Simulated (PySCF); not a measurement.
# C10H13Br (1-bromo-4-tert-butylbenzene): the cost of one run

Programs: PySCF 2.14.0, with routines of our own; each step states its level. All values are computed. Atoms count from 0.

### Step 1. The starting structure

24 atoms, charge 0, multiplicity 1; geometry from: GFN2-xTB.

### Step 2. Relaxing the molecule at PBE0-D3(BJ)/def2-SVP

Job settings and geometry (Å):

```
{"job": {"xc": "PBE0", "basis": "def2-SVP", "d3": "d3bj", "grid": 2, "kind": "geom"}, "charge": 0, "multiplicity": 1}
C     -1.825840     1.245932    -0.526549
C     -1.165862    -0.029949     0.002613
C     -1.617102    -1.204649    -0.876808
C     -1.636620    -0.251344     1.447138
C      0.352263     0.048883    -0.016700
C      1.044633     1.166479    -0.468952
C      2.428672     1.206618    -0.473259
C      3.140238     0.113744    -0.018508
Br     5.048224     0.160230    -0.020146
C      2.482907    -1.014221     0.438589
C      1.101570    -1.035901     0.435354
H     -1.556429     2.107033     0.080358
H     -2.907387     1.135983    -0.490207
H     -1.543228     1.433937    -1.559623
H     -2.703242    -1.253588    -0.904159
H     -1.244661    -2.151964    -0.497523
H     -1.251665    -1.077594    -1.893550
H     -1.262465    -1.189072     1.848219
H     -1.286399     0.556585     2.086078
H     -2.723434    -0.275177     1.484990
H      0.516551     2.033593    -0.829697
H      2.946556     2.084365    -0.828889
H      3.044152    -1.865323     0.793057
H      0.606837    -1.924833     0.795730
```

Launch:

```sh
> OMP_NUM_THREADS=1 python excited_run.py task.json out
```

The driver reads the jobs from task.json and runs them one after another.

**Question.** How long does this first job take on 1 thread of Intel Xeon Platinum 8259CL at 2.50GHz, shared host, and how much memory does it need?

About 5.8 min, with a peak of 1.2 GiB.
